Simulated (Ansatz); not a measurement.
# TiTe2 (1T): the cost of one run

Program: Ansatz 0.2.0. Level of theory: DFT PBE, scalar-relativistic, plane waves, PAW. These are calculated values, not measurements.

**1. Starting point**

The structure is trigonal, space group P-3m1 (No. 164). The conventional cell has a = 3.681 Å, b = 3.681 Å, c = 6.357 Å, α = 90.00°, β = 90.00°, γ = 120.00°. Ti (site symmetry -3m) is surrounded by 6 Te at 2.74 Å. Around Te (site symmetry 3m) lie 3 Ti at 2.74 Å.

As a file:

```
CELL_PARAMETERS angstrom
3.68060 0.00000 0.00000
-1.84030 3.18749 0.00000
0.00000 0.00000 6.35740
ATOMIC_POSITIONS crystal
Ti 0.00000 0.00000 0.00000
Te 0.33333 0.66667 0.27269
Te 0.66667 0.33333 0.72731
```

**2. Zone-centre phonons at 4 GPa**

It takes the final geometry of an earlier run.

Input file input.yaml:

```yaml
crystal:
  lattice:
    - [3.6805973767, 0.0, 0.0]
    - [-1.8402986883, 3.1874908293, 0.0]
    - [0.0, 0.0, 6.3573993333]
  atoms:
    - { symbol: Ti, position: [0.0, 0.0, 0.0] }
    - { symbol: Te, position: [0.3333333333, 0.6666666667, 0.2726882303] }
    - { symbol: Te, position: [0.6666666667, 0.3333333333, 0.7273117697] }
scf:
  occupations: { method: gaussian, width: 0.03 }
output: {}
hamiltonian:
  xc: pbe
basis:
  ecutwfc: 450
kpoints:
  mp_grid: { grid: [12, 12, 8] }
phonons:
  method: dfpt
  dielectric: false
  eigenvectors: false
```

The run is started by

```sh
$ ansatz run input.yaml --threads 2 --pin off --max-ram 6144MiB --backend cpu --events-out ev --progress --plain --runs-dir out
```

Q: Estimate wall time and peak memory on 2 threads of Intel Xeon 6975P-C (Granite Rapids), shared host.

About 78 s, with a peak of 2.4 GiB.
